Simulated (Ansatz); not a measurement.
Debugging a ladder of methods at one geometry of CH5B2ClO, SMILES BB(Cl)OC (Ansatz 0.2.0, Python API).

Script `ch5b2clo.py`:
```python
# -*- coding: utf-8 -*-
"""One geometry of CH5B2ClO, method by method."""

from pathlib import Path

import ansatz as az
import numpy as np

GEOMETRY = """
B    -0.93330    1.49740    0.46630
B    -0.30570    0.07830    0.84910
Cl    0.50810   -0.12170    2.46390
O    -0.37640   -1.06330   -0.05560
C     0.66780   -1.13210   -0.92660
H    -1.55070    1.68520   -0.57400
H    -0.86470    2.45950    1.19970
H     0.58820   -1.98150   -1.58940
H     0.73380   -0.20180   -1.51280
H    -0.93330    1.49740    0.46630
"""


def main():
    system = az.Crystal.molecule()
    for line in GEOMETRY.strip().splitlines():
        symbol, *xyz = line.split()
        system = system.atom(symbol, [float(v) for v in xyz])

    base = system.calculation().basis(gaussian="cc-pVDZ")

    print("functional    E (Ha)        dipole (D)   HOMO (eV)  LUMO (eV)")
    for name in ["r2scan0", "b3lyp", "cam_b3lyp", "lc_wpbe"]:
        summary = base.functional(name).forces().orbitals().run(threads=1, runs_dir="runs").report
        lines = Path(summary["orbitals_path"]).read_text().splitlines()
        field_of = lambda key: [line.split("=")[1].strip() for line in lines if line.startswith(key)]
        orbitals = [(27.211386 * float(e), s, float(n)) for e, s, n in zip(field_of("Ene="), field_of("Spin="), field_of("Occup="))]
        homo = max(e for e, _, n in orbitals if n > 0.5)
        lumo = min(e for e, _, n in orbitals if n < 0.5)
        dipole = 4.803205 * np.linalg.norm(summary["charge_distribution"]["dipole_moment_e_ang"])
        print(f"{name:10s} {summary['free_energy_ev'] / 27.211386246:14.6f} {dipole:9.3f} {homo:11.3f} {lumo:10.3f}")


if __name__ == "__main__":
    main()
```

```console
$ python ch5b2clo.py
functional    E (Ha)        dipole (D)   HOMO (eV)  LUMO (eV)
Traceback (most recent call last):
  File "ch5b2clo.py", line 44, in <module>
    main()
    ~~~~^^
  File "ch5b2clo.py", line 33, in main
    summary = base.functional(name).forces().orbitals().run(threads=1, runs_dir="runs").report
              ~~~~~~~~~~~~~~~~~~~~~~~~~~~~~~~~~~~~~~~~~~~~~^^^^^^^^^^^^^^^^^^^^^^^^^^^^
  ...
ansatz.GaussianBasisError: two nuclei lie on one point
$ echo $?
1
```
(Library frames cut from the traceback.)

What is wrong, and how is it mended?

The fault: two atoms almost overlap. The correction:

```diff
--- before
+++ after
@@ -18,3 +18,3 @@
 H     0.73380   -0.20180   -1.51280
-H    -0.93330    1.49740    0.46630
+H     1.61600   -1.27100   -0.31770
 """
```

The mended script runs so:

Running `python ch5b2clo.py` prints:
```text
functional    E (Ha)        dipole (D)   HOMO (eV)  LUMO (eV)
r2scan0       -626.095656     1.471      -7.962     -3.471
b3lyp         -626.266340     1.326      -7.440     -3.739
cam_b3lyp     -626.167571     1.423      -9.107     -2.382
lc_wpbe       -626.000574     1.550     -10.463     -1.208
```

Total energies depend on the basis set; only differences at equal settings carry meaning. The geometry is a force-field or estimated start, not a minimum of this method, and the basis set is short of its limit. A lower total doesn't mark the better method: functionals have no common bound, and MP2 and coupled cluster aren't variational. b3lyp holds the VWN-RPA fit, as in Gaussian; the form of ORCA and Turbomole is b3lyp5. Levels such as HOMO and LUMO are orbital energies: with these approximate functionals they aren't the ionisation energy and electron affinity, and their gap isn't the fundamental gap. For Al to Cl the sets with a tight d function, cc-pV(X+d)Z, are usual. Timing: 19 s on 1 thread of Arm Neoverse V2 (shared host), peak memory 0.29 GiB.
